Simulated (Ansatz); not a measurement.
# C8H18 (octane): a chain of runs

Wanted: a series of 40 runs (RPA@PBE/LANL2DZ, MP2/LANL2DZ, UHF/LANL2DZ, rPW86-PBE/LANL2DZ) of C8H18. 

Program for the calculation: Ansatz 0.2.0.

**1. The molecule**

C8H18: 26 atoms, total charge 0, spin state singlet. As SMILES, `CCCCCCCC`. The C8–C7 distance was set to 1.216 Å, away from the relaxed value.

Some bond lengths: C1–C2 1.520 Å, C2–C3 1.523 Å, C3–C4 1.522 Å, C4–C5 1.523 Å, C5–C6 1.522 Å, C6–C7 1.523 Å, C7–C8 1.216 Å, C1–H9 1.094 Å, C1–H10 1.092 Å, C1–H11 1.093 Å, C2–H12 1.095 Å, C2–H13 1.097 Å, C3–H14 1.096 Å, C3–H15 1.097 Å, C4–H16 1.096 Å, C4–H17 1.097 Å. Some angles: C1–C2–C3 114.0°, C2–C3–C4 114.1°, C3–C4–C5 114.0°, C4–C5–C6 114.0°, C5–C6–C7 114.1°, C6–C7–C8 114.0°, C1–C2–H12 109.0°, C1–C2–H13 109.5°, C3–C2–H12 108.8°, C3–C2–H13 109.1°.

**2. The energy at RPA@PBE/LANL2DZ (run 1)**

File molecule.yaml:

```yaml
basis:
  gaussian:
    orbitals: LANL2DZ.json
crystal:
  periodic: [false, false, false]
  atoms:
    - symbol: C
      position_ang: [-2.883080, 1.914549, -0.554488]
    - symbol: C
      position_ang: [-1.609480, 2.516349, 0.017512]
    - symbol: C
      position_ang: [-0.545280, 1.487049, 0.376012]
    - symbol: C
      position_ang: [0.013220, 0.728949, -0.819788]
    - symbol: C
      position_ang: [1.176320, -0.193951, -0.480188]
    - symbol: C
      position_ang: [0.799820, -1.356351, 0.427412]
    - symbol: C
      position_ang: [1.923620, -2.360451, 0.649912]
    - symbol: C
      position_ang: [2.880400, -1.906700, 1.248300]
    - symbol: H
      position_ang: [-3.314580, 1.183949, 0.136512]
    - symbol: H
      position_ang: [-2.701280, 1.403549, -1.502788]
    - symbol: H
      position_ang: [-3.637280, 2.683549, -0.737188]
    - symbol: H
      position_ang: [-1.858380, 3.093949, 0.914012]
    - symbol: H
      position_ang: [-1.189580, 3.233549, -0.697988]
    - symbol: H
      position_ang: [-0.965380, 0.781649, 1.102212]
    - symbol: H
      position_ang: [0.283120, 1.992349, 0.887312]
    - symbol: H
      position_ang: [-0.780680, 0.140149, -1.293288]
    - symbol: H
      position_ang: [0.342320, 1.456449, -1.571688]
    - symbol: H
      position_ang: [1.975620, 0.397149, -0.018688]
    - symbol: H
      position_ang: [1.594720, -0.598151, -1.409888]
    - symbol: H
      position_ang: [-0.062180, -1.875351, -0.008988]
    - symbol: H
      position_ang: [0.465820, -0.977551, 1.400112]
    - symbol: H
      position_ang: [1.527320, -3.216451, 1.206212]
    - symbol: H
      position_ang: [2.251120, -2.754451, -0.319588]
    - symbol: H
      position_ang: [3.630600, -2.677700, 1.438600]
    - symbol: H
      position_ang: [2.576600, -1.493500, 2.214900]
    - symbol: H
      position_ang: [3.369100, -1.106900, 0.687100]
hamiltonian:
  xc: {name: PBE}
correlation:
  method: rpa
```

The basis set LANL2DZ is read from a file made from the Basis Set Exchange's data (not shown).

Launch:

```console
$ ansatz run molecule.yaml --threads 1 --pin off --max-ram 2610MiB --events-out events.jsonl --progress --plain --runs-dir runs
```

Output:

```text
Warning: RAYON_NUM_THREADS=1 ignored (pool sized by the plan → 1); use --threads N
Functional definition: PBE
  name "PBE"
  parameter kappa = 0.804
  parameter beta = 0.06672455060314922
  exchange = pbe_x(kappa = kappa, mu = beta*pi^2/3)
  correlation = pbe_c(beta = beta)
1350 factors; integrals over basis functions are off by at most 5.2e-4 eV
mean field evaluation 1: about -8545.3499 eV, gradient 1.0e2 eV
mean field evaluation 2: about -8545.1248 eV, gradient 1.0e2 eV
mean field evaluation 4: about -8573.8896 eV, gradient 5.2e0 eV
mean field evaluation 8: about -8573.9734 eV, gradient 2.0e-1 eV
mean field evaluation 16: about -8573.9736 eV, gradient 1.8e-5 eV
mean field -8573.97355515 eV, -315.0877165039 hartree, gradient 1.8e-6 eV, S^2 0.000000; 0 other end points of the search recorded, 0 dependent functions left out
8 core orbitals not correlated: weight in the atoms' cores, before any rotation towards them, 1.000 or more for the frozen orbitals, at most 0.000 for the correlated occupied ones
reference -8522.67186870 eV, -313.2024143003 hartree; 25, 25 occupied and 75, 75 virtual orbitals, 1350 factors
Total energy: -8554.71498264 eV, -314.3799770180 hartree
```

Run time: 9.9 s. Hardware: 1 thread of Arm Neoverse V2, shared host; peak memory 0.23 GiB.

**3. The distorted shape: the energy at RPA@PBE/LANL2DZ (run 2)**

File job.yaml:

```yaml
crystal:
  periodic: [false, false, false]
  atoms:
    - {symbol: C, position_ang: [-3.002727, 1.857807, -0.629317]}
    - {symbol: C, position_ang: [-1.729127, 2.459607, -0.057317]}
    - {symbol: C, position_ang: [-0.664927, 1.430307, 0.301183]}
    - {symbol: C, position_ang: [-0.106427, 0.672207, -0.894617]}
    - {symbol: C, position_ang: [1.056673, -0.250693, -0.555017]}
    - {symbol: C, position_ang: [0.680173, -1.413093, 0.352583]}
    - {symbol: C, position_ang: [1.803973, -2.417193, 0.575083]}
    - {symbol: C, position_ang: [2.880400, -1.906700, 1.248300]}
    - {symbol: H, position_ang: [-3.434227, 1.127207, 0.061683]}
    - {symbol: H, position_ang: [-2.820927, 1.346807, -1.577617]}
    - {symbol: H, position_ang: [-3.756927, 2.626807, -0.812017]}
    - {symbol: H, position_ang: [-1.978027, 3.037207, 0.839183]}
    - {symbol: H, position_ang: [-1.309227, 3.176807, -0.772817]}
    - {symbol: H, position_ang: [-1.085027, 0.724907, 1.027383]}
    - {symbol: H, position_ang: [0.163473, 1.935607, 0.812483]}
    - {symbol: H, position_ang: [-0.900327, 0.083407, -1.368117]}
    - {symbol: H, position_ang: [0.222673, 1.399707, -1.646517]}
    - {symbol: H, position_ang: [1.855973, 0.340407, -0.093517]}
    - {symbol: H, position_ang: [1.475073, -0.654893, -1.484717]}
    - {symbol: H, position_ang: [-0.181827, -1.932093, -0.083817]}
    - {symbol: H, position_ang: [0.346173, -1.034293, 1.325283]}
    - {symbol: H, position_ang: [1.407673, -3.273193, 1.131383]}
    - {symbol: H, position_ang: [2.131473, -2.811193, -0.394417]}
    - {symbol: H, position_ang: [3.630600, -2.677700, 1.438600]}
    - {symbol: H, position_ang: [2.576600, -1.493500, 2.214900]}
    - {symbol: H, position_ang: [3.369100, -1.106900, 0.687100]}
basis:
  gaussian:
    orbitals: LANL2DZ.json
magnetization:
  spin_polarized: false
  initial_magnetization: 0
hamiltonian:
  xc: {name: PBE}
correlation:
  method: rpa
```

The basis set LANL2DZ is read from a file made from the Basis Set Exchange's data (not shown).

Launch:

```console
$ ansatz run job.yaml --threads 1 --pin off --max-ram 2610MiB --events-out events.jsonl --progress --plain --runs-dir runs
```

Output, shortened:

```text
Warning: RAYON_NUM_THREADS=1 ignored (pool sized by the plan → 1); use --threads N
[... 6 set-up lines as earlier in the session ...]
1350 factors; integrals over basis functions are off by at most 5.2e-4 eV
mean field evaluation 1: about -8549.4418 eV, gradient 9.8e1 eV
mean field evaluation 2: about -8549.2125 eV, gradient 9.8e1 eV
mean field evaluation 4: about -8576.0707 eV, gradient 4.9e0 eV
mean field evaluation 8: about -8576.1475 eV, gradient 1.7e-1 eV
mean field evaluation 16: about -8576.1476 eV, gradient 1.9e-5 eV
mean field -8576.14762627 eV, -315.1676121437 hartree, gradient 1.3e-6 eV, S^2 0.000000; 0 other end points of the search recorded, 0 dependent functions left out
8 core orbitals not correlated: weight in the atoms' cores, before any rotation towards them, 1.000 or more for the frozen orbitals, at most 0.000 for the correlated occupied ones
reference -8524.99886302 eV, -313.2879297642 hartree; 25, 25 occupied and 75, 75 virtual orbitals, 1350 factors
Total energy: -8557.15179120 eV, -314.4695280806 hartree
```

Run time: 9.9 s. Hardware: 1 thread of Arm Neoverse V2, shared host; peak memory 0.21 GiB.

Runs 3 to 6 aren't shown in full; the table further down has their settings and results.

**4. The distorted shape: the energy at RPA@PBE/LANL2DZ (run 7)**

File in.yaml:

```yaml
crystal:
  periodic: [false, false, false]
  atoms:
    - {symbol: C, position_ang: [-4.019291, 1.375704, -1.265094]}
    - {symbol: C, position_ang: [-2.745691, 1.977504, -0.693094]}
    - {symbol: C, position_ang: [-1.681491, 0.948204, -0.334594]}
    - {symbol: C, position_ang: [-1.122991, 0.190104, -1.530394]}
    - {symbol: C, position_ang: [0.040109, -0.732796, -1.190794]}
    - {symbol: C, position_ang: [-0.336391, -1.895196, -0.283194]}
    - {symbol: C, position_ang: [0.787409, -2.899296, -0.060694]}
    - {symbol: C, position_ang: [2.880400, -1.906700, 1.248300]}
    - {symbol: H, position_ang: [-4.450791, 0.645104, -0.574094]}
    - {symbol: H, position_ang: [-3.837491, 0.864704, -2.213394]}
    - {symbol: H, position_ang: [-4.773491, 2.144704, -1.447794]}
    - {symbol: H, position_ang: [-2.994591, 2.555104, 0.203406]}
    - {symbol: H, position_ang: [-2.325791, 2.694704, -1.408594]}
    - {symbol: H, position_ang: [-2.101591, 0.242804, 0.391606]}
    - {symbol: H, position_ang: [-0.853091, 1.453504, 0.176706]}
    - {symbol: H, position_ang: [-1.916891, -0.398696, -2.003894]}
    - {symbol: H, position_ang: [-0.793891, 0.917604, -2.282294]}
    - {symbol: H, position_ang: [0.839409, -0.141696, -0.729294]}
    - {symbol: H, position_ang: [0.458509, -1.136996, -2.120494]}
    - {symbol: H, position_ang: [-1.198391, -2.414196, -0.719594]}
    - {symbol: H, position_ang: [-0.670391, -1.516396, 0.689506]}
    - {symbol: H, position_ang: [0.391109, -3.755296, 0.495606]}
    - {symbol: H, position_ang: [1.114909, -3.293296, -1.030194]}
    - {symbol: H, position_ang: [3.630600, -2.677700, 1.438600]}
    - {symbol: H, position_ang: [2.576600, -1.493500, 2.214900]}
    - {symbol: H, position_ang: [3.369100, -1.106900, 0.687100]}
basis:
  gaussian:
    orbitals: LANL2DZ.json
correlation:
  method: rpa
hamiltonian:
  xc: {name: PBE}
```

The basis set LANL2DZ is read from a file made from the Basis Set Exchange's data (not shown).

Launch:

```console
$ ansatz run in.yaml --threads 1 --pin off --max-ram 2610MiB --events-out events.jsonl --progress --plain --runs-dir runs
```

Output, shortened:

```text
Warning: RAYON_NUM_THREADS=1 ignored (pool sized by the plan → 1); use --threads N
[... 6 set-up lines as earlier in the session ...]
1350 factors; integrals over basis functions are off by at most 5.9e-4 eV
mean field evaluation 1: about -8549.8724 eV, gradient 9.0e1 eV
mean field evaluation 2: about -8549.6395 eV, gradient 9.0e1 eV
mean field evaluation 4: about -8572.8891 eV, gradient 6.5e0 eV
mean field evaluation 8: about -8573.0220 eV, gradient 1.1e-1 eV
mean field evaluation 16: about -8573.0205 eV, gradient 3.3e-5 eV
mean field -8573.02047665 eV, -315.0526915147 hartree, gradient 3.7e-6 eV, S^2 0.000000; 0 other end points of the search recorded, 0 dependent functions left out
8 core orbitals not correlated: weight in the atoms' cores, before any rotation towards them, 1.000 or more for the frozen orbitals, at most 0.000 for the correlated occupied ones
reference -8520.80763013 eV, -313.1339047964 hartree; 25, 25 occupied and 75, 75 virtual orbitals, 1350 factors
Total energy: -8554.54735793 eV, -314.3738169236 hartree
```

It took 9.9 s on 1 thread of Arm Neoverse V2, shared host; peak memory 0.23 GiB.

Runs 8 to 39 aren't shown in full; the table further down has their settings and results.

**5. The distorted shape: energy and gradient at rPW86-PBE/LANL2DZ (run 40)**

File molecule.yaml:

```yaml
crystal:
  periodic: [false, false, false]
  atoms:
    - {symbol: C, position_ang: [-5.514285, 0.666707, -2.200090]}
    - {symbol: C, position_ang: [-4.240685, 1.268507, -1.628090]}
    - {symbol: C, position_ang: [-3.176485, 0.239207, -1.269590]}
    - {symbol: C, position_ang: [-2.617985, -0.518893, -2.465390]}
    - {symbol: C, position_ang: [-1.454885, -1.441793, -2.125790]}
    - {symbol: C, position_ang: [-1.831385, -2.604193, -1.218190]}
    - {symbol: C, position_ang: [-0.707585, -3.608293, -0.995690]}
    - {symbol: C, position_ang: [2.880400, -1.906700, 1.248300]}
    - {symbol: H, position_ang: [-5.945785, -0.063893, -1.509090]}
    - {symbol: H, position_ang: [-5.332485, 0.155707, -3.148390]}
    - {symbol: H, position_ang: [-6.268485, 1.435707, -2.382790]}
    - {symbol: H, position_ang: [-4.489585, 1.846107, -0.731590]}
    - {symbol: H, position_ang: [-3.820785, 1.985707, -2.343590]}
    - {symbol: H, position_ang: [-3.596585, -0.466193, -0.543390]}
    - {symbol: H, position_ang: [-2.348085, 0.744507, -0.758290]}
    - {symbol: H, position_ang: [-3.411885, -1.107693, -2.938890]}
    - {symbol: H, position_ang: [-2.288885, 0.208607, -3.217290]}
    - {symbol: H, position_ang: [-0.655585, -0.850693, -1.664290]}
    - {symbol: H, position_ang: [-1.036485, -1.845993, -3.055490]}
    - {symbol: H, position_ang: [-2.693385, -3.123193, -1.654590]}
    - {symbol: H, position_ang: [-2.165385, -2.225393, -0.245490]}
    - {symbol: H, position_ang: [-1.103885, -4.464293, -0.439390]}
    - {symbol: H, position_ang: [-0.380085, -4.002293, -1.965190]}
    - {symbol: H, position_ang: [3.630600, -2.677700, 1.438600]}
    - {symbol: H, position_ang: [2.576600, -1.493500, 2.214900]}
    - {symbol: H, position_ang: [3.369100, -1.106900, 0.687100]}
basis:
  gaussian:
    orbitals: LANL2DZ.json
hamiltonian:
  xc: {name: rPW86-PBE}
output: {forces: true}
```

The basis set LANL2DZ is read from a file made from the Basis Set Exchange's data (not shown).

Launch:

```console
$ ansatz run molecule.yaml --threads 1 --pin off --max-ram 2610MiB --events-out events.jsonl --progress --plain --runs-dir runs
```

Output:

```text
Warning: RAYON_NUM_THREADS=1 ignored (pool sized by the plan → 1); use --threads N
[... 4 lines left out ...]
1558 factors; their error is unknown
[... 10 lines left out ...]
Total energy: -8603.50696860 eV, -316.1730494297 hartree
[... 26 lines left out ...]
Dipole moment:    -0.274175     0.017010    -0.132596 e Å
```

Run time: 44 s. Hardware: 1 thread of Arm Neoverse V2, shared host; peak memory 0.27 GiB.

**6. Overview of the runs**

```tsv
run	level	task	frozen core orbitals	bond length	energy (Eh)	wall time
1	RPA@PBE/LANL2DZ	energy	8	1.2163	-314.379977	9.9 s
2	RPA@PBE/LANL2DZ	energy	8	1.3684	-314.469528	9.9 s
3	RPA@PBE/LANL2DZ	energy	8	1.5204	-314.497157	9.6 s
4	RPA@PBE/LANL2DZ	energy	8	1.6724	-314.495004	9.6 s
5	RPA@PBE/LANL2DZ	energy	8	1.9005	-314.469312	9.6 s
6	RPA@PBE/LANL2DZ	energy	8	2.2806	-314.416175	9.9 s
7	RPA@PBE/LANL2DZ	energy	8	2.6607	-314.373817	9.9 s
8	RPA@PBE/LANL2DZ	energy	8	3.0408	-314.345531	12 s
9	RPA@PBE/LANL2DZ	energy	8	3.801	-314.318805	20 s
10	RPA@PBE/LANL2DZ	energy	8	4.5612	-314.312713	19 s
11	MP2/LANL2DZ	energy	8	1.2163	-313.912575	2.8 s
12	MP2/LANL2DZ	energy	8	1.3684	-313.999700	2.7 s
13	MP2/LANL2DZ	energy	8	1.5204	-314.025159	2.8 s
14	MP2/LANL2DZ	energy	8	1.6724	-314.021016	2.7 s
15	MP2/LANL2DZ	gradient	8	1.9005	-313.992417	7.8 s
16	MP2/LANL2DZ	gradient	8	2.2806	-313.934127	8.1 s
17	MP2/LANL2DZ	gradient	8	2.6607	-313.886395	9.9 s
18	MP2/LANL2DZ	gradient	8	3.0408	-313.853576	9.9 s
19	MP2/LANL2DZ	gradient	8	3.801	-313.825256	9.6 s
20	MP2/LANL2DZ	gradient	8	4.5612	-313.831972	11 s
21	UHF/LANL2DZ	energy	–	1.2163	-313.225656	3.3 s
22	UHF/LANL2DZ	gradient	–	1.3684	-313.310262	5.1 s
23	UHF/LANL2DZ	gradient	–	1.5204	-313.332252	5.1 s
24	UHF/LANL2DZ	gradient	–	1.6724	-313.324231	5.1 s
25	UHF/LANL2DZ	energy	–	1.9005	-313.289690	3.6 s
26	UHF/LANL2DZ	gradient	–	2.2806	-313.229640	7.5 s
27	UHF/LANL2DZ	gradient	–	2.6607	-313.210310	8.4 s
28	UHF/LANL2DZ	gradient	–	3.0408	-313.205164	9.6 s
29	UHF/LANL2DZ	energy	–	3.801	-313.203451	8.4 s
30	UHF/LANL2DZ	energy	–	4.5612	-313.203489	6.9 s
31	rPW86-PBE/LANL2DZ	gradient	–	1.2163	-316.277843	33 s
32	rPW86-PBE/LANL2DZ	gradient	–	1.3684	-316.358158	35 s
33	rPW86-PBE/LANL2DZ	energy	–	1.5204	-316.380304	27 s
34	rPW86-PBE/LANL2DZ	gradient	–	1.6724	-316.374957	33 s
35	rPW86-PBE/LANL2DZ	gradient	–	1.9005	-316.347078	31 s
36	rPW86-PBE/LANL2DZ	gradient	–	2.2806	-316.293363	29 s
37	rPW86-PBE/LANL2DZ	gradient	–	2.6607	-316.250460	30 s
38	rPW86-PBE/LANL2DZ	gradient	–	3.0408	-316.220320	30 s
39	rPW86-PBE/LANL2DZ	energy	–	3.801	-316.187147	27 s
40	rPW86-PBE/LANL2DZ	gradient	–	4.5612	-316.173049	44 s
```

**7. Results**

| quantity | value |
| --- | --- |
| distorted shape, run 40: total energy | -316.17305 Eh |
| distorted shape, run 40: dipole moment | 1.47 D |
| distorted shape, run 40: largest force on an atom | 2.695 eV/Å |

**Reading.** In runs 8, 9, 10, 16, 17, 18, 19, 20 the log says that unrestricted orbitals would lower the reference, so the values rest on an unstable closed-shell determinant (other closed-shell runs at this shape may share the fault). In runs 8, 9, 10, 17, 18, 19, 20, 37 and more a closed-shell determinant meets a far-stretched bond, which it describes badly. Spin contamination of the reference: run 30 ⟨S²⟩ = 1.02, run 29 ⟨S²⟩ = 1.01, run 28 ⟨S²⟩ = 0.95, run 27 ⟨S²⟩ = 0.82, run 26 ⟨S²⟩ = 0.43. Where it is this large, the reference is a mixture of spin states, and values that rest on it are in doubt. All runs together took 9.5 min, the longest 44 s.
